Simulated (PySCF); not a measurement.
# C2H2N2Si: the cost of one run

Programs: PySCF 2.14.0, with density-fitted response routines of our own. Each step states its level of theory. These are calculated values for one molecule in the gas phase, unless marked as measured. Atoms are numbered from 0 throughout.

## Step 1: The molecule as given

7 atoms, charge 0, multiplicity 1; geometry from: PBE0-D3(BJ)/def2-SVP.

Bonds of the start (Å): N0–C1 1.16, C1–Si2 1.85, Si2–C3 1.85, C3–N4 1.16, Si2–H5 1.48, Si2–H6 1.48.

## Step 2: Shielding tensors: PBE0/pcSseg-2

The job: settings as JSON, then the geometry in Å.

```
{"job": {"kind": "nmr", "xc": "PBE0", "basis": "pcSseg-2", "pop": false}, "charge": 0, "multiplicity": 1}
N     -2.624699    -0.586983     0.219979
C     -1.550467    -0.157634     0.149552
Si     0.149054     0.565141     0.046084
C      1.316696    -0.836632    -0.260799
N      2.065889    -1.699975    -0.453072
H      0.483955     1.204490     1.340571
H      0.205900     1.504399    -1.099061
```

Method: GIAO PBE0/pcSseg-2 NMR shielding, non-relativistic, gas phase.

Launch:

```bash
OMP_NUM_THREADS=1 python probes_run.py task.json out
```

The driver reads the jobs from task.json and runs them one after another.

Q: Estimate the wall time and peak memory of this first job on 1 thread of Arm Neoverse V2, shared host.

About 11 s, with a peak of 0.93 GiB.
